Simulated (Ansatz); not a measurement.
# H2RuSi: the cost of one run

Computed with Ansatz 0.2.0, Gaussian basis. Level: the settings change from run to run.

13 further runs of the same task are left out: 5 that didn't finish, 8 set aside as unsound or not needed.

## Step 1: What is computed

The geometry is a PBE0/def2-TZVP stationary point (not a proven minimum) of the parent state, kept for this charge and spin. No spin-orbit coupling is included. Elements past krypton take def2 core potentials.

4 atoms, charge 1, spin multiplicity 4.

Atoms are counted from 1 here; the program's logs count them from 0.

Bond lengths: Ru1–Si2 2.207 Å, Si2–H3 1.486 Å, Si2–H4 1.486 Å. Angles: Ru1–Si2–H3 124.7°, Ru1–Si2–H4 124.7°, H3–Si2–H4 110.6°.

As a file:

```
Ru    0.0000    0.0000    0.5196
Si    0.0000    0.0000   -1.6878
H     0.0000    1.2223   -2.5338
H     0.0000   -1.2223   -2.5338
```

## Step 2: CISD/def2-SVP

Input file in.yaml:

```yaml
crystal:
  periodic: [false, false, false]
  atoms:
    - {symbol: Ru, position_ang: [0.000000, 0.000000, 0.519558]}
    - {symbol: Si, position_ang: [0.000000, 0.000000, -1.687844]}
    - {symbol: H, position_ang: [0.000000, 1.222304, -2.533795]}
    - {symbol: H, position_ang: [0.000000, -1.222304, -2.533795]}
basis:
  gaussian: {orbitals: def2-SVP}
total_charge: 1
magnetization: {spin_polarized: false, initial_magnetization: 3}
correlation: {active_space: {ras: {orbitals: [5, 3, 42], electrons: 13, max_holes: 2, max_particles: 2}, fixed_orbitals: true}}
accuracy: high
scf: {lower_state_search: off}
output: {forces: true}
```

Run with:

```
> ansatz run in.yaml --threads 1 --pin off --events-out ev --progress --plain --max-ram 2393MiB
```

What time and memory should one allow on 1 thread of Arm Neoverse V1, shared host?

About 83 s, with a peak of 0.35 GiB.
